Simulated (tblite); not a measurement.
# C2H12AlN3Si2: the cost of one run

Programs: tblite 0.8.0 and PySCF 2.14.0, with density-fitted response routines of our own. Each step states its level of theory. These are calculated values for one molecule in the gas phase, unless marked as measured. Atoms are numbered from 0 throughout.

### 1 Starting geometry

20 atoms, charge 0, multiplicity 1; geometry from: force field or distance geometry start.

Bonds of the start (Å): Si0–N1 1.80, N1–Si2 1.75, N1–Al3 1.92, Al3–N4 1.94, N4–C5 1.40, C5–C6 1.44, C6–N7 1.40, N7–Al3 1.91, Si0–H8 1.49, Si0–H9 1.47, Si0–H10 1.48, Si2–H11 1.45, Si2–H12 1.48, Si2–H13 1.48, N4–H14 1.05, C5–H15 1.12, C5–H16 1.13, C6–H17 1.12, C6–H18 1.13, N7–H19 1.03.

### 2 Relaxing the molecule with GFN2-xTB

Job settings and geometry (Å):

```
{"job": {"kind": "relax", "xc": "GFN2-xTB", "basis": "xTB"}, "charge": 0, "multiplicity": 1}
Si    -2.243000    -0.052800     1.366600
N     -1.511100    -0.890800    -0.051600
Si    -2.682100    -0.805000    -1.351400
Al     0.146200    -0.003600    -0.454500
N      1.031900     1.063300     0.902700
C      2.370800     0.896000     0.526600
C      2.733900    -0.301500    -0.179300
N      1.746800    -0.929200    -0.947000
H     -1.191500     0.366700     2.334600
H     -3.265100    -0.888900     2.019500
H     -2.895600     1.165100     0.830800
H     -2.282300    -1.446900    -2.590400
H     -3.048800     0.619300    -1.509200
H     -3.917900    -1.469900    -0.874000
H      0.686700     2.046800     0.823100
H      2.693900     1.808400    -0.030200
H      2.972900     0.954000     1.482900
H      3.578000    -0.072000    -0.875100
H      3.172800    -1.053700     0.533400
H      1.898300    -0.994600    -1.960200
```

On the command line:

```bash
> OMP_NUM_THREADS=1 python probes_run.py task.json out
```

One launch serves the whole session: the jobs run in the order shown.

Q: Estimate the wall time and peak memory of this first job on 1 thread of Arm Neoverse N1, shared host.

About 2.8 s, with a peak of 0.18 GiB.
